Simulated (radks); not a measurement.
# Shell filling in a jellium sphere with rs = 2.0 bohr, N = 7 to 10

Which level does each new electron take in a jellium sphere with rs = 2.0 bohr, and at which counts is the cluster hardest to charge further? Each count tries a few candidate levels and keeps the lowest. The background charge grows with the count, so each cluster is neutral; its cation and anion are computed too.

Method: non-relativistic spin-polarised Kohn-Sham, LDA (Slater exchange, Perdew-Wang correlation), spherically averaged shells; computed with radks, version 2.

### 1 The system

```
well                     : a jellium sphere with rs = 2.0 bohr
functional               : LDA (Slater exchange, Perdew-Wang correlation)
levels                   : named by radial order: 1s, 1p, 1d, 2s, 1f and so on
units                    : hartree and bohr; summary energies in eV
configuration carried in : 1s2 1p(up 3, down 1) (N = 6, energy 0.014411)
```

Further steps of the session: N = 7; N = 8; 9 electrons; Electron number 10.

**Question.** What will these runs give? Wanted: closed shells at N; largest second difference; most unpaired electrons; ionisation energies; polarisability at N = 8; configuration at N = 10.

**Answer**, as computed:

```
                 quantity                             value
       closed shells at N                                 8
largest second difference  3.59 eV at N = 8 (of N = 7 to 9)
  most unpaired electrons                       2 at N = 10
      ionisation energies                   4.08 to 7.87 eV
  polarisability at N = 8                       131.9 bohr³
  configuration at N = 10          1s2 1p6 1d(up 2, down 0)
```

Shells close at N = 8, and the second difference peaks there. Among the lowest states kept at each count, up to 2 electrons are unpaired (N = 10), since exchange favours parallel spins. The polarisability at N = 8 is 2.06 times the classical R³, since electrons spill past the background. The anion gave no bound, converged state at N = 8, 9 and 10. The ions keep the filling of the neutral cluster, less or plus one electron, without a search of their own. The model keeps every shell spherical, so real clusters and dots, which can deform, may order levels otherwise.
